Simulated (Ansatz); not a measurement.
# C3H12ClN3Zr: geometry optimisation

Aim: relax C3H12ClN3Zr from a cheap starting geometry, and look at its orbitals and charge.

Computed with Ansatz 0.2.0, Gaussian basis. Level: RKS PBE0-D4/def2-TZVP.

The runs, in order: relaxation at PBE0-D4/def2-TZVP; a single point in def2-TZVPP for the fields.

2 further runs of the same task are left out: 2 for a known fault of the program. Runs told in other sessions of the task aren't counted.

## 1. The starting structure

SMILES `C[NH][Zr]([Cl])([NH]C)[NH]C`, 20 atoms, charge 0, spin multiplicity 1.

Atoms are counted from 1 here; the program's logs count them from 0.

Bond lengths: C1–N2 1.460 Å, C1–H9 1.109 Å, C1–H10 1.103 Å, C1–H11 1.102 Å, N2–Zr3 2.017 Å, N2–H12 1.030 Å, Zr3–Cl4 2.324 Å, Zr3–N5 2.018 Å, Zr3–N7 2.021 Å, N5–C6 1.462 Å, N5–H13 1.031 Å, C6–H14 1.105 Å, C6–H15 1.102 Å, C6–H16 1.111 Å, N7–C8 1.459 Å, N7–H17 1.030 Å, C8–H18 1.102 Å, C8–H19 1.104 Å and more. Angles: N2–C1–H9 113.1°, N2–C1–H10 109.2°, N2–C1–H11 111.0°, H9–C1–H10 108.9°, H9–C1–H11 107.1°, H10–C1–H11 107.4°, C1–N2–Zr3 113.7°, C1–N2–H12 108.3°, Zr3–N2–H12 122.1°, N2–Zr3–Cl4 110.1°, N2–Zr3–N5 107.4°, N2–Zr3–N7 110.8°, Cl4–Zr3–N5 111.2°, Cl4–Zr3–N7 108.8°, N5–Zr3–N7 108.5°, Zr3–N5–C6 108.3°, Zr3–N5–H13 120.0°, C6–N5–H13 108.4° and more.

The start is a GFN2-xTB geometry. Zr takes the def2 core potential; no spin-orbit term is included.

## 2. Relaxation at PBE0-D4/def2-TZVP

File in.yaml:

```yaml
crystal:
  periodic: [false, false, false]
  atoms:
    - {symbol: C, position_ang: [1.879120, -0.424820, -1.928720]}
    - {symbol: N, position_ang: [1.616120, 0.542540, -0.867620]}
    - {symbol: Zr, position_ang: [-0.226200, 0.382930, -0.062400]}
    - {symbol: Cl, position_ang: [-1.807320, 0.077250, -1.738220]}
    - {symbol: N, position_ang: [-0.581220, 2.076300, 0.975670]}
    - {symbol: C, position_ang: [-2.024360, 2.202600, 1.169110]}
    - {symbol: N, position_ang: [-0.318640, -1.183060, 1.212200]}
    - {symbol: C, position_ang: [0.062120, -2.434020, 0.565070]}
    - {symbol: H, position_ang: [2.202180, -1.414150, -1.546160]}
    - {symbol: H, position_ang: [0.965980, -0.556770, -2.532450]}
    - {symbol: H, position_ang: [2.672190, -0.064110, -2.604130]}
    - {symbol: H, position_ang: [2.462680, 0.623020, -0.286230]}
    - {symbol: H, position_ang: [-0.218780, 2.977820, 0.631150]}
    - {symbol: H, position_ang: [-2.420340, 1.232530, 1.520930]}
    - {symbol: H, position_ang: [-2.256310, 2.957380, 1.938110]}
    - {symbol: H, position_ang: [-2.562320, 2.497490, 0.243200]}
    - {symbol: H, position_ang: [0.102260, -1.161210, 2.151680]}
    - {symbol: H, position_ang: [-0.361000, -3.301110, 1.098570]}
    - {symbol: H, position_ang: [-0.346860, -2.446030, -0.460660]}
    - {symbol: H, position_ang: [1.160670, -2.584580, 0.520890]}
basis:
  gaussian: {orbitals: def2-TZVP}
hamiltonian: {xc: pbe0, dispersion: d4}
relax: {f_tol: 0.005, max_steps: 150}
```

Run with:

```sh
> ansatz run in.yaml --threads 5 --pin off --events-out ev --progress --plain --max-ram 66560MiB --backend cuda --devices 0, --max-vram 37GiB
```

Further steps of the session: Fields at the relaxed geometry.

**Question.** What will the summary of the whole plan be? Wanted: point group; shift from the start; total energy; dispersion term; dipole moment; HOMO, LUMO.

**Answer**, as computed:

```
                  quantity            value
               point group               C3
                     steps               23
shift from the start (rms)          0.963 Å
              total energy   -21575.0467 eV
           dispersion term         -444 meV
             dipole moment           3.36 D
                HOMO, LUMO  -6.70, -0.28 eV
```

In words: The relaxed geometry lies 0.96 Å (rms) from the start; the bond that changed most is Zr3–Cl4, from 2.324 to 2.407 Å. No vibrations were run, so it is not proven to be a minimum. The largest Mulliken charge, +1.35 e, sits on Zr3. The HOMO lies mostly on N2, N5, N7 about 22 % each and the LUMO on Zr3 55 %; Cl4 7 %.
